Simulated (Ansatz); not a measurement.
# AsH3 (SMILES [AsH3]): one structure at several levels

Aim: energy, forces and dipole at a structure displaced at random from a GFN2-xTB minimum, from CCSD(T) and from density functionals.

Computed with Ansatz 0.2.0, Gaussian basis. Level: single points in def2-TZVPP.

Cores are frozen in the correlated methods. Filled d shells of the heavier atoms are correlated. B3LYP uses VWN-RPA correlation.

### 1 The starting structure

SMILES `[AsH3]`, 4 atoms, charge 0, spin multiplicity 1.

Atoms are counted from 1 here; the program's logs count them from 0.

Bond lengths: As1–H2 1.461 Å, As1–H3 1.513 Å, As1–H4 1.432 Å. Angles: H2–As1–H3 93.4°, H2–As1–H4 88.1°, H3–As1–H4 84.5°.

Geometry (Å):

```
As   -0.2207    0.5178   -0.3163
H     0.4035    0.6007    1.0023
H    -1.0112   -0.7228    0.0357
H     0.8049   -0.4090   -0.6919
```

### 2 CCSD(T)/def2-TZVPP

run/in.yaml reads:

```yaml
crystal:
  periodic: [false, false, false]
  atoms:
    - {symbol: As, position_ang: [-0.220700, 0.517800, -0.316300]}
    - {symbol: H, position_ang: [0.403500, 0.600700, 1.002300]}
    - {symbol: H, position_ang: [-1.011200, -0.722800, 0.035700]}
    - {symbol: H, position_ang: [0.804900, -0.409000, -0.691900]}
basis:
  gaussian: {orbitals: def2-TZVPP}
correlation: {method: ccsd_t}
output: {forces: true}
```

No record of the launch command was kept for these runs.

### 3 PBE0-D4/def2-TZVPP

run/in.yaml, as its differences from that of step 2:

```diff
@@ -9,3 +9,3 @@
   gaussian: {orbitals: def2-TZVPP}
-correlation: {method: ccsd_t}
-output: {forces: true}
+hamiltonian: {xc: pbe0, dispersion: d4}
+output: {forces: true, orbitals: {seedname: orbitals}}
```

### 4 wB97M-V/def2-TZVPP

run/in.yaml, as its differences from that of step 3:

```diff
@@ -9,3 +9,3 @@
   gaussian: {orbitals: def2-TZVPP}
-hamiltonian: {xc: pbe0, dispersion: d4}
-output: {forces: true, orbitals: {seedname: orbitals}}
+hamiltonian: {xc: {name: wB97M-V}}
+output: {forces: true}
```

### 5 r2SCAN-D4/def2-TZVPP

run/in.yaml, as its differences from that of step 4:

```diff
@@ -9,3 +9,3 @@
   gaussian: {orbitals: def2-TZVPP}
-hamiltonian: {xc: {name: wB97M-V}}
+hamiltonian: {xc: r2scan, dispersion: d4}
 output: {forces: true}
```

### 6 PBE-D4/def2-TZVPP

run/in.yaml, as its differences from that of step 5:

```diff
@@ -9,3 +9,3 @@
   gaussian: {orbitals: def2-TZVPP}
-hamiltonian: {xc: r2scan, dispersion: d4}
+hamiltonian: {xc: pbe, dispersion: d4}
 output: {forces: true}
```

### 7 B3LYP-D4/def2-TZVPP

run/in.yaml, as its differences from that of step 6:

```diff
@@ -9,3 +9,3 @@
   gaussian: {orbitals: def2-TZVPP}
-hamiltonian: {xc: pbe, dispersion: d4}
+hamiltonian: {xc: {name: B3LYP}, dispersion: d4}
 output: {forces: true}
```

### 8 CAM-B3LYP-D4/def2-TZVPP

run/in.yaml, as its differences from that of step 7:

```diff
@@ -9,3 +9,3 @@
   gaussian: {orbitals: def2-TZVPP}
-hamiltonian: {xc: {name: B3LYP}, dispersion: d4}
+hamiltonian: {xc: {name: CAM-B3LYP}, dispersion: d4}
 output: {forces: true}
```

(Steps that only read results are left out.)

**Question.** What will these runs give? Wanted: energy less free atoms, CCSD(T)/def2-TZVPP; RMS force component; RMS force error; HOMO and LUMO, PBE0-D4; T1 diagnostic.

As calculated:

```
                                  quantity                                                                                                 value
energy less free atoms, CCSD(T)/def2-TZVPP                                                                                       -212.2 kcal/mol
                       RMS force component                                                                  0.838 to 1.041 eV/Å over the methods
                           RMS force error  PBE0-D4 0.094, wB97M-V 0.018, r2SCAN-D4 0.075, PBE-D4 0.267, B3LYP-D4 0.113, CAM-B3LYP-D4 0.008 eV/Å
                    HOMO and LUMO, PBE0-D4                                                                                     -7.97 and 0.66 eV
                             T1 diagnostic                                                                                                 0.011
```

Against CCSD(T) the functionals' energies less atoms differ by -8.2 to +0.1 kcal/mol, PBE-D4 by -2.5 kcal/mol. A larger basis would deepen the CCSD(T) value, while the functionals are nearly converged already, so the order here is not reliable. On forces the order runs from CAM-B3LYP-D4 to PBE-D4. Frozen-core CCSD(T) forces in triple zeta carry basis errors of their own, and this is one geometry, so small gaps rank nothing.
